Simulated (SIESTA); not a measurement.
Pb in SIESTA: the effect of functional

The system is Pb, a slab with vacuum.

```
CELL_PARAMETERS angstrom
3.48000 0.00000 0.00000
-1.74000 3.01377 0.00000
0.00000 0.00000 20.59000
ATOMIC_POSITIONS crystal
Pb 0.33333 0.66667 0.36425
Pb 0.66667 0.33333 0.50000
Pb 0.33333 0.66667 0.63575
```

Alike in all runs:

```yaml
Program: SIESTA 5.4.2
Task: single point
Potentials_or_basis: PseudoDojo 0.4 standard (PBE files)
Basis: DZP (energy shift 0.003 Ry; two zetas on semicore shells)
Grid_cutoff: 500 Ry
Energy_shift: 0.003 Ry
k_mesh: 9 × 9 × 1
Occupations: fermi-dirac, width 0.05 eV
Spin: no spin polarisation
```

```tsv
functional	largest force (eV/Å)
vdW-DF	0.54
vdW-DF2	0.76
optB88-vdW	0.33
vdW-DF-C09	?
vdW-DF-cx	0.15
VV10	0.41
```

Question: What does the run with functional vdW-DF-C09 give?

Answer: Largest force 0.13 eV/Å.

Caveats: the potentials were made for another functional, which shifts forces and pressure; the non-local part is tabulated coarsely and may be off by about a percent (some runs).

Runs at the PBE level aren't shown here.
